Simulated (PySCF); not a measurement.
# BrF₃: singlet, from a trigonal pyramidal start

Where does singlet BrF₃ go from a trigonal pyramidal start, is the end point a minimum, and what are its modes, charges and moments?

Program: PySCF 2.14.0. Level of theory: PBE0, basis Br def2-TZVP, F def2-TZVP, no relativity, density fitting. These are calculated values, not measurements.

### 1 The system as given

4 atoms, charge 0, spin multiplicity 1.

Bond lengths: Br1–F2 1.780 Å, Br1–F3 1.780 Å, Br1–F4 1.780 Å. Angles: F2–Br1–F3 99.8°, F2–Br1–F4 99.8°, F3–Br1–F4 99.8°.

Z-matrix (Å, degrees; charge 0 multiplicity 1):
```
Br
F  1 1.7800
F  1 1.7800 2 99.75
F  1 1.7800 2 99.75 3 -101.77
```

### 2 The SCF at the typed geometry

One driver script runs all steps and calls PySCF; scf.py shows how it sets up the SCF of each step. The optimiser is the driver's own. After this first run the driver tries any further starts and a stability analysis.

Input file scf.py:

```python
from pyscf import gto, scf, dft
mol = gto.M(atom='''
Br     0.000000     0.000000     0.000000
F      1.571600     0.000000     0.835700
F     -0.785800     1.361100     0.835700
F     -0.785800    -1.361100     0.835700''',
    basis={'Br': 'def2-TZVP', 'F': 'def2-TZVP'},
    charge=0, spin=0)
mf = dft.RKS(mol, xc='PBE0')
mf.grids.atom_grid = (50, 194)
aux = {'Br': 'def2-universal-JKFIT', 'F': 'def2-universal-JKFIT'}
mf = mf.density_fit(auxbasis=aux)
mf.conv_tol = 1e-08
mf.diis_space = 10
mf.max_cycle = 60
mf.init_guess = 'minao'
mf.verbose = 4
mf.kernel()
```

Launch:

```
OMP_NUM_THREADS=4 python axn.py task.json out
```

After this run come: Relaxing the singlet from the trigonal pyramidal start; Relaxing without the symmetry constraint; Is it a minimum? Harmonic modes; Following the imaginary mode; Frequencies.

Before running it: what results should come out? Wanted: minimum; geometry; wavenumbers; dipole moment; highest occupied, lowest empty level; polar-tensor charge of Br1; zero-point energy; atomisation energy.

**Answer**, as computed:

| quantity | value |
| --- | --- |
| minimum | singlet, C2v |
| geometry | Br–F 1.722 Å, Br–F 1.809 Å (×2); F–Br–F 85.8° (×2), F–Br–F 171.6° |
| wavenumbers (cm⁻¹) | 250 (a1), 251 (b1), 364 (b2), 565 (a1), 625 (b2), 706 (a1) |
| dipole moment | 1.33 D |
| highest occupied, lowest empty level | -9.35, -3.82 eV |
| polar-tensor charge of Br1 | +1.74 e |
| zero-point energy | 16.5 kJ/mol |
| entropy at 298.15 K | 294.4 J/(mol K) |
| atomisation energy (no zero-point energy) | 619 kJ/mol |

In words: The trigonal pyramidal start (C3v) ends in a minimum of C2v symmetry, after a stop at a second-order saddle point 288.8 kJ/mol higher, from which it was pushed off along an imaginary mode. In the infrared the band at 625 cm⁻¹ (b2, stretch) leads. Only this shape and spin were tried, so other structures or states may lie lower.
